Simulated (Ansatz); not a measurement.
# AlClF3H: the cost of one run

Method: RKS PBE-D4/cc-pVDZ, in Ansatz 0.2.0.

## Step 1: Starting point

Bond lengths: Al1–Cl2 2.580 Å, Al1–F3 1.690 Å, Al1–F4 1.690 Å, Al1–F5 1.990 Å. Angles: Cl2–Al1–F3 120.0°, Cl2–Al1–F4 120.0°, Cl2–Al1–F5 71.6°, F3–Al1–F4 120.0°, F3–Al1–F5 97.0°, F4–Al1–F5 101.2°.

As a file:

```xyz
6

Al    0.0000    0.0000    0.0000
Cl    0.0000    0.0000    2.5800
F     1.4635    0.0000   -0.8450
F    -1.4635    0.0000   -0.8450
F     0.0832   -1.8866    0.6275
H     0.0621   -1.4096    1.7633
```

## Step 2: A restrained relaxation towards end A

Springs on the bonds that form and break draw the guess towards this end; the thresholds are loose.

input.yaml reads:

```yaml
crystal:
  periodic: [false, false, false]
  atoms:
    - { symbol: Al, position_ang: [0.0, 0.0, 0.0] }
    - { symbol: Cl, position_ang: [0.0, 0.0, 2.58] }
    - { symbol: F, position_ang: [1.4635, 0.0, -0.845] }
    - { symbol: F, position_ang: [-1.4635, 0.0, -0.845] }
    - { symbol: F, position_ang: [0.0832, -1.8866, 0.6275] }
    - { symbol: H, position_ang: [0.0621, -1.4096, 1.7633] }
basis:
  gaussian: { orbitals: cc-pVDZ }
hamiltonian:
  xc: pbe
  dispersion: d4
relax:
  f_tol: 0.15
  max_steps: 25
  restrain:
    - { distance: [0, 4], at: 2.89, k: 30.0 }
    - { distance: [5, 1], at: 2.57, k: 30.0 }
    - { distance: [0, 1], at: 2.23, k: 30.0 }
    - { distance: [5, 4], at: 0.92, k: 30.0 }
```

The run is started by

```console
$ ansatz run input.yaml --threads 1 --pin off --max-ram 2048MiB --backend cpu --events-out ev --progress --plain --runs-dir out
```

What time and memory should one allow on 1 thread of AMD EPYC 9R45 (Zen 5), shared host?

About 9.5 s, with a peak of 0.14 GiB.
